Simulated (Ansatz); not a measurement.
# GeHF (SMILES [F][GeH]): r2SCAN0/STO-3G

Aim: the electronic atomisation energy of GeHF at r2SCAN0/STO-3G, from 4 runs. 

The results are computed with Ansatz 0.2.0.

60 further runs of the same task are left out: 17 that didn't finish, 43 set aside as unsound or not needed.

### Step 1. The structure to begin with

GeHF has 3 atoms, charge 0, and is taken as a singlet. SMILES: `[F][GeH]`. Geometry: relaxed at PBE0-D4/def2-TZVP.

Bond lengths: F1–Ge2 1.757 Å, Ge2–H3 1.609 Å. Angles: F1–Ge2–H3 94.2°.

### Step 2. The energy at r2SCAN0/STO-3G

The input, job.yaml:

```yaml
crystal:
  periodic: [false, false, false]
  atoms:
    - {symbol: F, position_ang: [0.672100, 1.012600, 0.469700]}
    - {symbol: Ge, position_ang: [-0.657900, 0.195200, -0.335600]}
    - {symbol: H, position_ang: [-0.025200, -1.272700, -0.147400]}
basis:
  gaussian:
    orbitals: STO-3G
hamiltonian:
  xc: {name: r2SCAN0}
accuracy: high
```

Launch:

```bash
$ ansatz run job.yaml --threads 1 --pin off --max-ram 2610MiB --events-out events.jsonl --progress --plain --runs-dir runs
```

Standard output:

```text
Warning: RAYON_NUM_THREADS=1 ignored (pool sized by the plan → 1); use --threads N
Functional definition: r2SCAN0
  name "r2SCAN0"
  parameter a = 0.25
  parameter k0 = 0.174
  parameter k1 = 0.065
  parameter a1 = 4.9479
  exchange = (1 - a)*r2scan_x(k0 = k0, k1 = k1, a1 = a1) + a*exact_x
  correlation = r2scan_c
327 factors; integrals over basis functions are off by at most 4.5e-9 eV
mean field evaluation 1: about -58559.5008 eV, gradient 1.5e1 eV
mean field evaluation 2: about -58555.2293 eV, gradient 4.2e1 eV
mean field evaluation 4: about -58560.5343 eV, gradient 6.4e-1 eV
mean field evaluation 8: about -58560.5194 eV, gradient 2.3e-3 eV
mean field evaluation 16: about -58560.5194 eV, gradient 4.6e-7 eV
mean field -58560.51943126 eV, -2152.0593953532 hartree, gradient 6.0e-8 eV, S^2 0.000000; 0 other end points of the search recorded, 0 dependent functions left out
reference -58560.51943149 eV, -2152.0593953617 hartree; 21, 21 occupied and 3, 3 virtual orbitals, 327 factors
Total energy: -58560.51943149 eV, -2152.0593953617 hartree
```

Run time: 2.7 s. Hardware: 1 thread of Arm Neoverse V1, shared host; peak memory 0.12 GiB.

### Step 3. The F atom

The input, job.yaml:

```yaml
basis:
  gaussian:
    orbitals: STO-3G
crystal:
  periodic: [false, false, false]
  atoms:
    - {symbol: F, position_ang: [0.000000, 0.000000, 0.000000]}
magnetization:
  spin_polarized: true
  initial_magnetization: 1
hamiltonian:
  xc: {name: r2SCAN0}
accuracy: high
```

Run the same way, it converges to -98.26148 Eh (log not shown).

### Step 4. The Ge atom, same level

The input, run.yaml:

```yaml
crystal:
  periodic: [false, false, false]
  atoms:
    - {symbol: Ge, position_ang: [0.000000, 0.000000, 0.000000]}
basis:
  gaussian:
    orbitals: STO-3G
total_charge: 0
magnetization:
  spin_polarized: true
  initial_magnetization: 2
hamiltonian:
  xc: {name: r2SCAN0}
accuracy: high
```

Run the same way, it converges to -2052.98005 Eh (log not shown).

### Step 5. The H atom, same level

The input, molecule.yaml:

```yaml
crystal:
  periodic: [false, false, false]
  atoms:
    - {symbol: H, position_ang: [0.000000, 0.000000, 0.000000]}
basis:
  gaussian:
    orbitals: STO-3G
magnetization:
  spin_polarized: true
  initial_magnetization: 1
hamiltonian:
  xc: {name: r2SCAN0}
accuracy: high
```

Launch:

```bash
$ ansatz run molecule.yaml --threads 1 --pin off --max-ram 2610MiB --events-out events.jsonl --progress --plain --runs-dir runs
```

Standard output, shortened:

```text
Warning: RAYON_NUM_THREADS=1 ignored (pool sized by the plan → 1); use --threads N
[... 8 set-up lines as earlier in the session ...]
1 factors; integrals over basis functions are off by at most 4.6e-10 eV
mean field evaluation 1: about -12.6938 eV, gradient 0.0e0 eV
mean field evaluation 2: about -12.6938 eV, gradient 0.0e0 eV
mean field -12.69384000 eV, -0.4664900157 hartree, gradient 0.0e0 eV, S^2 0.750000; 0 other end points of the search recorded, 0 dependent functions left out
reference -12.69384034 eV, -0.4664900281 hartree; 1, 0 occupied and 0, 1 virtual orbitals, 1 factors
Total energy: -12.69384034 eV, -0.4664900281 hartree
```

It took 0.34 s on 1 thread of Arm Neoverse V1, shared host.

### Step 6. What came out

At r2SCAN0/STO-3G:

| quantity | value |
| --- | --- |
| molecule: total energy | -2152.05940 Eh |
| F atom: total energy | -98.26148 Eh |
| F atom: ⟨S²⟩ | 0.750 |
| Ge atom: total energy | -2052.98005 Eh |
| Ge atom: ⟨S²⟩ | 2.128 |
| H atom: total energy | -0.46649 Eh |
| H atom: ⟨S²⟩ | 0.750 |
| electronic atomisation energy | 9.562 eV |

In words: Taking the molecule apart into free atoms costs 9.56 eV (220 kcal/mol), before zero-point energy and without spin-orbit coupling. In a minimal basis such a difference can be off by several eV, whatever the method. ⟨S²⟩ (Ge atom) is 2.13 where a pure triplet has 2.00: the reference is spin-contaminated.
